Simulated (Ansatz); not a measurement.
# C₂H₆BF, SMILES CCBF: an atomisation energy

With the Python package of Ansatz (0.2.0).

Run as a notebook:

In [1]:
```python
from collections import Counter

import ansatz as az
from ase import Atoms
```

In [2]:
```python
def total_energy(molecule, charge=0, unpaired=0):
    calc = (
        molecule.calculation()
        .basis(gaussian="def2-TZVPP")
        .functional("B3LYP", dispersion="d4")
    )
    if charge:
        calc = calc.charge(charge)
    if unpaired:
        calc = calc.spin("collinear", total=unpaired)
    return calc.run(threads=1, pin="off").report["free_energy_ev"]

atoms = Atoms(["C", "C", "B", "F", "H", "H", "H", "H", "H", "H"], positions=[
    (-0.7671, 0.7743, -0.2406),
    (-0.1226, -0.2616, 0.5698),
    (1.1487, -0.7999, -0.186),
    (1.1398, -1.443, -1.4599),
    (-1.1416, 0.4038, -1.2505),
    (-1.7118, 1.1957, 0.2938),
    (-0.1083, 1.684, -0.4169),
    (-0.778, -1.0886, 0.7339),
    (0.1801, 0.1793, 1.5973),
    (2.2438, -0.6951, 0.3621),
])
system = az.Crystal.molecule_from_ase(atoms)
```

In [3]:
```python
# Hund ground states
unpaired = {"C": 2, "B": 1, "F": 1, "H": 1}
counts = Counter(site.symbol for site in system.cartesian_sites)
atom_energy = {s: total_energy(az.Crystal.molecule().atom(s, (0, 0, 0)), 0, unpaired[s]) for s in counts}
whole = total_energy(system, 0, 0)
for s, e in atom_energy.items():
    print(f"{s:2s} x{counts[s]}  {e:14.5f} eV")
print(f"C2H6BF: {whole:.5f} eV")
split = sum(counts[s] * e for s, e in atom_energy.items()) - whole
print(f"atomisation energy (no zero-point term): {split:.3f} eV, {split / sum(counts.values()):.3f} eV an atom")
```
```text
C  x2     -1030.20887 eV
B  x1      -671.13944 eV
F  x1     -2714.88401 eV
H  x6       -13.66431 eV
C2H6BF: -5568.87595 eV
atomisation energy (no zero-point term): 40.449 eV, 4.045 eV an atom
```

40.449 eV from the electronic energies, without the zero-point term.

Total energies depend on the basis set; only differences at equal settings carry meaning. The geometry is a force-field or estimated start, not a minimum of this method, and the basis set is short of its limit. All parts are taken at fixed geometry, without zero-point energy. b3lyp holds the VWN-RPA fit, as in Gaussian; the form of ORCA and Turbomole is b3lyp5. Hardware and time: 5.9 s on 1 thread of Arm Neoverse V1 (shared host), peak memory 0.37 GiB.
